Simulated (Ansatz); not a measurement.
**BH7OSSi2: one species, many methods**

The task here is to estimate one member of a computed series from the others.

Computed with Ansatz 0.2.0, Gaussian basis. Level: functionals in def2-TZVPP, the program's frozen cores in correlated methods.

Plan: PBE-D4, r2SCAN-D4, PBE0-D4, B3LYP-D4, ωB97X-V, ωB97M-V, B2PLYP; CCSD(T)/def2-TZVPP; MP2/def2-QZVPP; extrapolation to the limit.

### The geometry

The geometry comes from an earlier relaxation with PBE0-D4 in a triple-zeta def2 set; it is a stationary point, not always the lowest conformer.

12 atoms, charge 0, spin multiplicity 1.

Atoms are counted from 1 here; the program's logs count them from 0.

Bond lengths: B1–O2 1.347 Å, B1–H6 1.199 Å, B1–H7 1.201 Å, O2–Si3 1.649 Å, Si3–S4 2.123 Å, Si3–H8 1.481 Å, Si3–H9 1.478 Å, S4–Si5 2.143 Å, Si5–H10 1.484 Å, Si5–H11 1.482 Å, Si5–H12 1.485 Å. Angles: O2–B1–H6 117.6°, O2–B1–H7 120.4°, H6–B1–H7 122.0°, B1–O2–Si3 137.3°, O2–Si3–S4 113.8°, O2–Si3–H8 106.5°, O2–Si3–H9 107.4°, S4–Si3–H8 110.4°, S4–Si3–H9 106.8°, H8–Si3–H9 112.1°, Si3–S4–Si5 97.2°, S4–Si5–H10 110.6°, S4–Si5–H11 107.0°, S4–Si5–H12 110.1°, H10–Si5–H11 109.9°, H10–Si5–H12 109.0°, H11–Si5–H12 110.1°.

The first run:

in.yaml reads:

```yaml
crystal:
  periodic: [false, false, false]
  atoms:
    - {symbol: B, position_ang: [0.297078, 1.855047, 1.211904]}
    - {symbol: O, position_ang: [-0.841117, 1.142742, 1.100919]}
    - {symbol: Si, position_ang: [-1.271365, -0.404779, 0.726416]}
    - {symbol: S, position_ang: [0.379691, -1.717986, 0.484116]}
    - {symbol: Si, position_ang: [0.918509, -1.107874, -1.498241]}
    - {symbol: H, position_ang: [0.200774, 3.013631, 1.503380]}
    - {symbol: H, position_ang: [1.361523, 1.332356, 1.021171]}
    - {symbol: H, position_ang: [-2.059038, -0.330702, -0.525909]}
    - {symbol: H, position_ang: [-2.070640, -0.926019, 1.854903]}
    - {symbol: H, position_ang: [0.124632, -1.851668, -2.507483]}
    - {symbol: H, position_ang: [2.360100, -1.407667, -1.668106]}
    - {symbol: H, position_ang: [0.676853, 0.347620, -1.668969]}
basis:
  gaussian: {orbitals: def2-TZVPP}
hamiltonian: {xc: pbe, dispersion: d4}
output: {forces: true, orbitals: {seedname: orbitals}}
```

The run is started by

```bash
> ansatz run in.yaml --threads 4 --pin off --events-out ev --progress --plain --max-ram 10444MiB
```

Among the steps run: PBE-D4 (GGA); r2SCAN-D4 (meta-GGA); PBE0-D4 (hybrid); B3LYP-D4 (hybrid); ωB97X-V (range-separated); ωB97M-V (range-separated); B2PLYP (double hybrid); CCSD(T) in def2-TZVPP; MP2 in def2-QZVPP.

One of the session's tables, all rows but one given; the rest of the session is left out.

```
            method  atomisation energy (kJ/mol)
            PBE-D4                            ?
         r2SCAN-D4                       4094.0
           PBE0-D4                       4042.3
          B3LYP-D4                       4076.4
           ωB97X-V                       4110.7
           ωB97M-V                       4101.5
            B2PLYP                       4027.1
     HF/def2-TZVPP                       3106.6
    MP2/def2-TZVPP                       4015.3
   CCSD/def2-TZVPP                       3924.5
CCSD(T)/def2-TZVPP                       3972.6
           MP2/CBS                       4127.4
       CCSD(T)/CBS                       4084.7
```

Estimate the missing values for PBE-D4.

**Answer.** atomisation energy (kJ/mol): 4072.2. In the column «atomisation energy (kJ/mol)» it lies between PBE0-D4 (4042.3) and B3LYP-D4 (4076.4).
